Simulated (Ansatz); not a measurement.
# Perovskite CsPbBr3, cell of 5 atoms

Aim: the perfect cell at several levels of theory (PBEsol, HSE06 and r²SCAN), as the reference that defects and stacks are counted from.

All numbers are computed with Ansatz 0.2.0 (PAW, plane waves).

## 1. The system as built

5 atoms (1 Cs, 1 Pb, 3 Br); a = 5.882 Å, b = 5.882 Å, c = 5.882 Å, α = 90.00°, β = 90.00°, γ = 90.00°.

Steps to follow: (2) PBEsol single point at a 4×4×4 mesh, on 7 threads of Arm Neoverse-V2; (3) HSE06 single point at a 4×4×4 mesh, on 7 threads of Arm Neoverse-V2; (4) r²SCAN single point at a 4×4×4 mesh, on 7 threads of Arm Neoverse-V2.

## 2. PBEsol on the given atoms

Contents of in.yaml:

```yaml
crystal:
  lattice:
    - [5.881665, 0.000000, 0.000000]
    - [0.000000, 5.881665, 0.000000]
    - [0.000000, 0.000000, 5.881665]
  atoms:
    - { symbol: Cs, position: [0.000000, 0.000000, 0.000000] }
    - { symbol: Pb, position: [0.500000, 0.500000, 0.500000] }
    - { symbol: Br, position: [0.500000, 0.500000, 0.000000] }
    - { symbol: Br, position: [0.000000, 0.500000, 0.500000] }
    - { symbol: Br, position: [0.500000, 0.000000, 0.500000] }
kpoints:
  mp_grid: { grid: [4, 4, 4] }
  band_path: { path: [VBM, CBM], npoints: 2 }
hamiltonian:
  xc: pbesol
scf:
  occupations: { method: fermi_dirac, width: 0.01 }
output:
  forces: true
  eigenvalues: true
  stress: true
  populations: true
```

On the command line:

```console
ansatz run in.yaml --threads 7 --pin off --max-ram 13300MiB --runs-dir r --events-out ev --progress --plain
```

## 3. HSE06 on the same atoms

Changes to in.yaml since step 2:

```diff
@@ -15,3 +15,3 @@
 hamiltonian:
-  xc: pbesol
+  xc: hse06
 scf:
@@ -21,3 +21,2 @@
   eigenvalues: true
-  stress: true
   populations: true
```

## 4. r²SCAN on the same atoms

Changes to in.yaml since step 3:

```diff
@@ -15,3 +15,3 @@
 hamiltonian:
-  xc: hse06
+  xc: r2scan
 scf:
```

What does the calculation give? Wanted: for each run, top filled to lowest empty; gap over the zone; energy; pressure.

**Answer**, as computed:

```
 level                     time  top filled to lowest empty (eV)  gap over the zone (eV)  energy (eV/atom)  pressure (GPa)
PBEsol    2.2 s (7 CPU threads)                             1.44                    1.44        -5111.2885            0.00
 HSE06  6.8 min (7 CPU threads)                             2.14                    2.14        -5189.5209               -
r²SCAN    3.2 s (7 CPU threads)                             1.91                    1.91        -5198.5442               -
```

At the same k points, PBEsol gives a spacing 0.69 eV smaller and r²SCAN gives a spacing 0.22 eV smaller than the 2.14 eV of HSE06. The price of HSE06 is about 190 times the time of PBEsol here. Spin–orbit coupling is left out, which matters for the band edges of the heavier elements here.
